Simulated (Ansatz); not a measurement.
**C₂H₇BSeSi: a ladder of functionals and wavefunction methods**

One table from this session's results is given with a row withheld; the runs are named, their logs left out.

Program: Ansatz 0.2.0, Gaussian basis. Level of theory: functionals in def2-TZVPP, the program's frozen cores in correlated methods. These are calculated values, not measurements.

Levels to be run: LDA (SPW92), PBE-D4, revPBE-D4, BLYP-D4, r2SCAN-D4, B97M-V, PBE0-D4, B3LYP-D4, r2SCANh-D4, r2SCAN0-D4, HSE06-D4, BHLYP-D4, CAM-B3LYP-D4, LC-ωPBE, ωB97X-V, ωB97M-V, B2PLYP, PBE-QIDH; CCSD(T)/def2-SVP; CCSD(T)/def2-TZVPP; MP2/def2-QZVPP; extrapolation to the limit; RPA on PBE.

**The geometry**

The geometry comes from an earlier relaxation with PBE0-D4 in a triple-zeta def2 set; it is a stationary point, not always the lowest conformer.

SMILES `C=C([SeH])B[SiH3]`, 12 atoms, charge 0, spin multiplicity 1.

Atoms are counted from 1 here; the program's logs count them from 0.

Bond lengths: C1–C2 1.344 Å, C1–H6 1.087 Å, C1–H7 1.084 Å, C2–Se3 1.911 Å, C2–B4 1.538 Å, Se3–H8 1.466 Å, B4–Si5 2.013 Å, B4–H9 1.201 Å, Si5–H10 1.491 Å, Si5–H11 1.491 Å, Si5–H12 1.491 Å. Angles: C2–C1–H6 123.7°, C2–C1–H7 119.4°, H6–C1–H7 116.9°, C1–C2–Se3 118.4°, C1–C2–B4 118.3°, Se3–C2–B4 123.3°, C2–Se3–H8 95.2°, C2–B4–Si5 130.2°, C2–B4–H9 114.7°, Si5–B4–H9 115.1°, B4–Si5–H10 108.6°, B4–Si5–H11 116.5°, B4–Si5–H12 108.7°, H10–Si5–H11 107.6°, H10–Si5–H12 107.5°, H11–Si5–H12 107.6°.

The first run:

in.yaml

```yaml
crystal:
  periodic: [false, false, false]
  atoms:
    - {symbol: C, position_ang: [-0.922621, 1.938562, 1.004106]}
    - {symbol: C, position_ang: [-0.478733, 0.685630, 0.802861]}
    - {symbol: Se, position_ang: [-0.568673, -0.553969, 2.254210]}
    - {symbol: B, position_ang: [0.080352, 0.324186, -0.583741]}
    - {symbol: Si, position_ang: [0.861804, -1.404173, -1.259119]}
    - {symbol: H, position_ang: [-1.324819, 2.291057, 1.950754]}
    - {symbol: H, position_ang: [-0.885796, 2.653806, 0.190171]}
    - {symbol: H, position_ang: [0.035482, -1.666871, 1.515659]}
    - {symbol: H, position_ang: [0.047064, 1.216572, -1.386758]}
    - {symbol: H, position_ang: [0.057510, -1.865371, -2.427439]}
    - {symbol: H, position_ang: [0.927224, -2.529995, -0.283152]}
    - {symbol: H, position_ang: [2.248207, -1.144634, -1.743551]}
basis:
  gaussian: {orbitals: def2-TZVPP}
hamiltonian: {xc: lda}
output: {orbitals: {seedname: orbitals}}
```

Steps of the session up to this table: LDA; PBE-D4 (GGA); revPBE-D4 (GGA); BLYP-D4 (GGA); r2SCAN-D4 (meta-GGA); B97M-V (meta-GGA); PBE0-D4 (hybrid); B3LYP-D4 (hybrid); r2SCANh-D4 (hybrid); r2SCAN0-D4 (hybrid); HSE06-D4 (hybrid); BHLYP-D4 (hybrid); CAM-B3LYP-D4 (range-separated); LC-ωPBE (range-separated); ωB97X-V (range-separated); ωB97M-V (range-separated); B2PLYP (double hybrid); PBE-QIDH (double hybrid).

One table of the session follows, with a row left open; its other results are not shown here.

It belongs to the step «Frontier levels by functional». 

| functional | HOMO (eV) | LUMO (eV) | gap (eV) |
| --- | --- | --- | --- |
| LDA (SPW92) | -5.74 | -3.82 | 1.92 |
| PBE-D4 | -5.58 | -3.57 | 2.01 |
| revPBE-D4 | -5.52 | -3.48 | 2.05 |
| BLYP-D4 | ? | ? | ? |
| r2SCAN-D4 | -5.78 | -3.39 | 2.39 |
| B97M-V | -5.85 | -3.42 | 2.43 |
| PBE0-D4 | -6.59 | -2.68 | 3.90 |
| B3LYP-D4 | -6.37 | -2.83 | 3.54 |
| r2SCANh-D4 | -6.16 | -3.07 | 3.09 |
| r2SCAN0-D4 | -6.72 | -2.59 | 4.14 |
| HSE06-D4 | -6.19 | -3.06 | 3.13 |
| BHLYP-D4 | -7.44 | -1.61 | 5.83 |
| CAM-B3LYP-D4 | -7.80 | -1.55 | 6.26 |
| LC-ωPBE | -9.11 | -0.48 | 8.63 |
| ωB97X-V | -8.77 | -0.54 | 8.24 |
| ωB97M-V | -8.68 | -0.70 | 7.97 |

**Question.** Estimate the row for BLYP-D4.

Worked estimate for «HOMO (eV)». Against the share of exact exchange, B3LYP-D4 (0.2, -6.37), BHLYP-D4 (0.5, -7.44) give a slope of -3.57 per unit share; at 0 the line stands at -5.66.

The run gave: HOMO (eV): -5.41; LUMO (eV): -3.37; gap (eV): 2.04. In «HOMO (eV)» the line misses by -0.25.
